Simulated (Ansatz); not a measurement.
# GeH₄Se₄: one species, many methods

How much do the methods differ for GeH₄Se₄? The plan is to run it at one geometry with functionals of several rungs and with coupled cluster. The yardstick is the atomisation energy at the CCSD(T) limit.

The runs use Ansatz 0.2.0, Gaussian basis; functionals in def2-TZVPP, the program's frozen cores in correlated methods.

Levels to be run: LDA (SPW92), PBE-D4, revPBE-D4, BLYP-D4, r2SCAN-D4, B97M-V, PBE0-D4, B3LYP-D4, r2SCANh-D4, r2SCAN0-D4, HSE06-D4, BHLYP-D4, CAM-B3LYP-D4, LC-ωPBE, ωB97X-V, ωB97M-V, B2PLYP, PBE-QIDH; CCSD(T)/def2-SVP; CCSD(T)/def2-TZVPP; MP2/def2-QZVPP; extrapolation to the limit; RPA on PBE.

### Step 1. Structure used throughout

All runs share one geometry, relaxed beforehand with PBE0-D4 in a triple-zeta def2 set.

9 atoms, charge 0, spin multiplicity 1.

Atoms are counted from 1 here; the program's logs count them from 0.

Bond lengths: Se1–Ge2 2.353 Å, Se1–H6 1.469 Å, Ge2–Se3 2.354 Å, Ge2–Se4 2.356 Å, Ge2–Se5 2.356 Å, Se3–H7 1.469 Å, Se4–H8 1.471 Å, Se5–H9 1.471 Å. Angles: Ge2–Se1–H6 92.0°, Se1–Ge2–Se3 102.9°, Se1–Ge2–Se4 107.9°, Se1–Ge2–Se5 114.4°, Se3–Ge2–Se4 114.4°, Se3–Ge2–Se5 107.8°, Se4–Ge2–Se5 109.5°, Ge2–Se3–H7 92.0°, Ge2–Se4–H8 92.2°, Ge2–Se5–H9 92.2°.

### Step 2. LDA

This LDA is Slater exchange with PW92 correlation.

The input, in.yaml:

```yaml
crystal:
  periodic: [false, false, false]
  atoms:
    - {symbol: Se, position_ang: [-0.372086, 1.404786, -2.161300]}
    - {symbol: Ge, position_ang: [0.227002, 0.100678, -0.296005]}
    - {symbol: Se, position_ang: [2.493553, -0.387052, -0.701754]}
    - {symbol: Se, position_ang: [-1.180674, -1.787644, -0.250057]}
    - {symbol: Se, position_ang: [0.091000, 1.231319, 1.766288]}
    - {symbol: H, position_ang: [-1.440035, 2.079324, -1.411392]}
    - {symbol: H, position_ang: [2.420083, -1.626152, 0.083723]}
    - {symbol: H, position_ang: [-0.782101, -2.121195, 1.125592]}
    - {symbol: H, position_ang: [-1.368241, 1.059636, 1.827905]}
basis:
  gaussian: {orbitals: def2-TZVPP}
hamiltonian: {xc: lda}
output: {orbitals: {seedname: orbitals}}
```

Launch:

```bash
> ansatz run in.yaml --threads 2 --pin off --events-out ev --progress --plain --max-ram 32768MiB --backend cuda --devices 0, --max-vram 18GiB
```

Further steps of the session: PBE-D4 (GGA); revPBE-D4 (GGA); BLYP-D4 (GGA); r2SCAN-D4 (meta-GGA); B97M-V (meta-GGA); PBE0-D4 (hybrid); B3LYP-D4 (hybrid); r2SCANh-D4 (hybrid); r2SCAN0-D4 (hybrid); HSE06-D4 (hybrid); BHLYP-D4 (hybrid); CAM-B3LYP-D4 (range-separated); LC-ωPBE (range-separated); ωB97X-V (range-separated); ωB97M-V (range-separated); B2PLYP (double hybrid); PBE-QIDH (double hybrid); CCSD(T) in def2-SVP; CCSD(T) in def2-TZVPP; MP2 in def2-QZVPP; RPA on PBE orbitals.

**Question.** What will the summary of the whole plan be? Wanted: atomisation energy, CCSD(T)/CBS; farthest beyond LDA; mean size of error, GGA; mean size of error, meta-GGA; mean size of error, hybrid; mean size of error, range-separated; mean size of error, double hybrid; gap, smallest and largest; T1 diagnostic.

As calculated:

| quantity | value |
| --- | --- |
| atomisation energy, CCSD(T)/CBS | 2364.6 kJ/mol |
| functionals within 23.6 kJ/mol (1.0 %) | PBE-D4, r2SCAN-D4, ωB97X-V |
| farthest beyond LDA | LC-ωPBE (-137.1 kJ/mol) |
| mean size of error, GGA | 40.6 kJ/mol |
| mean size of error, meta-GGA | 17.4 kJ/mol |
| mean size of error, hybrid | 52.6 kJ/mol |
| mean size of error, range-separated | 74.5 kJ/mol |
| mean size of error, double hybrid | 73.4 kJ/mol |
| gap, smallest and largest | 3.17 eV (LDA (SPW92)), 9.84 eV (LC-ωPBE) |
| T1 diagnostic | 0.0094 |
| triples share of the correlation energy | 3.9 % |

**Reading.** LDA overbinds by 399.0 kJ/mol (17 %). PBE-D4 is off by +15.0 kJ/mol. Double hybrids carry the basis error of their MP2 part in triple zeta, and no dispersion term here, so their miss is partly the set-up's. By mean error the best rung here is meta-GGA (17.4 kJ/mol) and the worst beyond LDA is range-separated (74.5 kJ/mol). Misses under about 23.6 kJ/mol are within the doubt on the reference itself, which lacks core-valence correlation, relativity and higher excitations, and its outer-core shells are covered unevenly. All levels share the lack of spin-orbit coupling, which lowers the free heavy atoms and so the true binding. Hartree-Fock recovers 63 % of the binding; the rest is correlation. CCSD(T) in def2-SVP is off by -259.1 kJ/mol, so the small basis spoils what the method gains. Orbital gaps span 3.2 to 9.8 eV; exact exchange widens them. Correlated methods include outer-core shells of Ge, Se, which these sets cover unevenly.
